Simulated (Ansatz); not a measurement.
# Cl2FH2NSi: how energies converge with the basis set

One table from this session's results is given with a row withheld; the runs are named, their logs left out.

Computed with Ansatz 0.2.0, Gaussian basis. Level: one geometry, several basis sets.

Plan: PBE0-D4/def2-SVP; ωB97M-V/def2-SVP; PBE0-D4/def2-QZVPP; ωB97M-V/def2-QZVPP; the functionals' def2-TZVPP values are taken from earlier runs.

## Structure used throughout

An earlier PBE0-D4 in a triple-zeta def2 set relaxation fixed the geometry.

SMILES `N[Si](F)(Cl)Cl`, 7 atoms, charge 0, spin multiplicity 1.

Atoms are counted from 1 here; the program's logs count them from 0.

Bond lengths: N1–Si2 1.676 Å, N1–H6 1.005 Å, N1–H7 1.005 Å, Si2–F3 1.585 Å, Si2–Cl4 2.027 Å, Si2–Cl5 2.027 Å. Angles: Si2–N1–H6 122.5°, Si2–N1–H7 122.4°, H6–N1–H7 113.7°, N1–Si2–F3 114.8°, N1–Si2–Cl4 109.3°, N1–Si2–Cl5 109.3°, F3–Si2–Cl4 105.6°, F3–Si2–Cl5 105.7°, Cl4–Si2–Cl5 112.1°.

Coordinates:

```xyz
7
charge 0, multiplicity 1
N    -1.05896    0.08579    0.19169
Si    0.58645   -0.07941   -0.08027
F     1.37795   -0.82949    1.06966
Cl    0.88195   -1.18143   -1.75620
Cl    1.42973    1.75923   -0.21662
H    -1.71535   -0.64884   -0.00865
H    -1.44059    0.82616    0.75459
```

The first run:

The input, in.yaml:

```yaml
crystal:
  periodic: [false, false, false]
  atoms:
    - {symbol: N, position_ang: [-1.058957, 0.085790, 0.191689]}
    - {symbol: Si, position_ang: [0.586455, -0.079414, -0.080268]}
    - {symbol: F, position_ang: [1.377950, -0.829488, 1.069657]}
    - {symbol: Cl, position_ang: [0.881951, -1.181429, -1.756199]}
    - {symbol: Cl, position_ang: [1.429731, 1.759226, -0.216615]}
    - {symbol: H, position_ang: [-1.715346, -0.648844, -0.008655]}
    - {symbol: H, position_ang: [-1.440586, 0.826159, 0.754592]}
basis:
  gaussian: {orbitals: def2-SVP}
hamiltonian: {xc: pbe0, dispersion: d4}
output: {orbitals: {seedname: orbitals}}
```

Steps of the session up to this table: PBE0-D4 in def2-SVP; ωB97M-V in def2-SVP; PBE0-D4 in def2-QZVPP; ωB97M-V in def2-QZVPP.

One of the session's tables, all rows but one given; the rest of the session is left out.

It belongs to the step «Functionals by basis». 

| functional | basis | HOMO (eV) | LUMO (eV) |
| --- | --- | --- | --- |
| PBE0-D4 | def2-SVP | -8.31 | 1.07 |
| PBE0-D4 | def2-TZVPP | -8.48 | 0.48 |
| PBE0-D4 | def2-QZVPP | -8.53 | 0.12 |
| ωB97M-V | def2-SVP | -10.67 | 2.85 |
| ωB97M-V | def2-TZVPP | -10.87 | 2.02 |
| ωB97M-V | def2-QZVPP | ? | ? |

**Question.** Estimate the row for ωB97M-V, def2-QZVPP.

**Answer.** HOMO (eV): -10.93; LUMO (eV): 1.44. In the column «HOMO (eV)» it is the lowest.
